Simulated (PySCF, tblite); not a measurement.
# C₆H₁₂O₂Si₂: geometry, infrared bands and NMR shifts

Wanted: the infrared bands and NMR shifts of C₆H₁₂O₂Si₂ (`C=C(C)[Si@H]1[SiH2]OC=C1OC`), by calculation.

Computed with tblite 0.8.0 and PySCF 2.14.0, with density-fitted response routines of our own, on a single molecule in the gas phase. Atoms are numbered from 0 throughout.

### 1 Starting geometry

22 atoms, charge 0, multiplicity 1; geometry from: force field or distance geometry start.

Bonds of the start (Å): C0–C1 1.34, C1–C2 1.49, C1–Si3 1.82, Si3–Si4 2.30, Si4–O5 1.74, O5–C6 1.35, C6–C7 1.28, C7–O8 1.41, O8–C9 1.41, C7–Si3 1.83, C0–H10 1.10, C0–H11 1.08, C2–H12 1.11, C2–H13 1.11, C2–H14 1.11, Si3–H15 1.45, Si4–H16 1.44, Si4–H17 1.44, C6–H18 1.13, C9–H19 1.12, C9–H20 1.11, C9–H21 1.13.

### 2 Geometry optimisation with GFN2-xTB

Job settings and geometry (Å):

```
{"job": {"kind": "relax", "xc": "GFN2-xTB", "basis": "xTB"}, "charge": 0, "multiplicity": 1}
C      2.611800    -0.650000    -1.249000
C      1.584500    -0.104400    -0.583700
C      1.573000     1.376300    -0.419100
Si     0.299400    -1.192200     0.113200
Si     0.436500    -1.245500     2.406400
O     -0.659600     0.105100     2.430200
C     -1.576400     0.144900     1.442300
C     -1.338300    -0.393500     0.301400
O     -2.259000    -0.396500    -0.771000
C     -2.642500     0.790900    -1.419300
H      2.668700    -1.735000    -1.391100
H      3.397600    -0.059600    -1.684800
H      2.353400     1.769500    -1.102500
H      1.851200     1.701700     0.600400
H      0.587200     1.786200    -0.740200
H      0.255100    -2.537400    -0.412700
H     -0.133700    -2.461100     2.923800
H      1.779100    -0.957500     2.830100
H     -2.568900     0.657000     1.637700
H     -3.375800     0.604700    -2.246100
H     -3.086400     1.541300    -0.727000
H     -1.767200     1.274300    -1.940100
```

Run with:

```
$ OMP_NUM_THREADS=1 python probes_run.py task.json out
```

This one command runs all jobs of the session in turn.

**Question.** This job is followed by: GFN2-xTB harmonic vibrations, gas phase; GIAO PBE0/pcSseg-1 NMR shielding, non-relativistic, gas phase. Predict these results of the whole session: strongest single infrared mode (GFN2-xTB); zero-point energy (GFN2-xTB); ¹³C shifts against TMS (PBE0/pcSseg-1); ¹H shifts against TMS (PBE0/pcSseg-1, means over atoms taken as alike); ²⁹Si shifts against TMS (PBE0/pcSseg-1); ¹⁷O shifts against H2O (PBE0/pcSseg-1).

As calculated:

| quantity | value |
| --- | --- |
| strongest single infrared mode (GFN2-xTB) | 2213 cm⁻¹, 476 km/mol |
| zero-point energy (GFN2-xTB) | 101.3 kcal/mol |
| ¹³C shifts against TMS (PBE0/pcSseg-1) | 155.0, 150.2, 141.9, 136.3, 57.7, 27.2 ppm |
| ¹H shifts against TMS (PBE0/pcSseg-1, means over atoms taken as alike) | 6.44, 6.14, 5.78, 5.35, 5.20, 5.05, 3.62, 2.11 ppm |
| ²⁹Si shifts against TMS (PBE0/pcSseg-1) | -21.2, -44.1 ppm |
| ¹⁷O shifts against H2O (PBE0/pcSseg-1) | 71.5, 55.6 ppm |

What this shows: Over 160 steps the energy fell by 1.243 eV; of the close pairs, Si4–O5 changed most, 1.740 to 1.649 Å. No mode is imaginary among the 60: a minimum at this level. The strongest single mode, at 2213 cm⁻¹, moves mainly H17. Unscaled tight-binding wavenumbers are off by several per cent, some by more. Its intensities can rank the bands wrongly. The most deshielded hydrogen is H18 (hydrogen on an alkene carbon bearing oxygen), at 6.44 ppm: a vinylic proton, deshielded by the sp2 carbon and the C=C anisotropy. At PBE0/pcSseg-1: The widest tensor belongs to C1: span 248 ppm, with a paramagnetic part of -228 ppm.
